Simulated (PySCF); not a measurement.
# C2H3NO2Se: the cost of one run

Programs: PySCF 2.14.0. All values are calculated, for the isolated system unless a continuum is named. Atoms count from 0, parts from 1.

## 1. Starting point

9 atoms, charge 0, multiplicity 1; geometry: GFN2-xTB. Parts: 1 = atoms 0–2, `O=[Se]=O`, charge 0; 2 = atoms 3–8, `CC#N`, charge 0.

## 2. Optimising the geometry at PBE0-D3(BJ)/def2-SVP

Job settings and geometry (Å):

```
{"job": {"xc": "PBE0", "basis": "def2-SVP", "d3": "d3bj", "grid": 2, "kind": "geom"}, "charge": 0, "multiplicity": 1, "parts": [{"atoms": "0-2", "charge": 0, "multiplicity": 1}, {"atoms": "3-8", "charge": 0, "multiplicity": 1}]}
O     -0.633840    -0.448639     1.006183
Se     0.057891     0.708469     0.191278
O      1.214067     0.090237    -0.682711
C      3.194934     0.168477     3.342033
C      2.224561     0.840444     2.549720
N      1.443112     1.391494     1.915619
H      3.770740    -0.498379     2.699401
H      3.861624     0.890857     3.812474
H      2.687271    -0.417805     4.107818
```

On the command line:

```
OMP_NUM_THREADS=1 python cluster_run.py task.json out
```

This one command runs all jobs of the session in turn.

**Question.** How long does this first job take on 1 thread of Intel Xeon Platinum 8259CL at 2.50GHz, shared host, and how much memory does it need?

About 61 s, with a peak of 0.6 GiB.
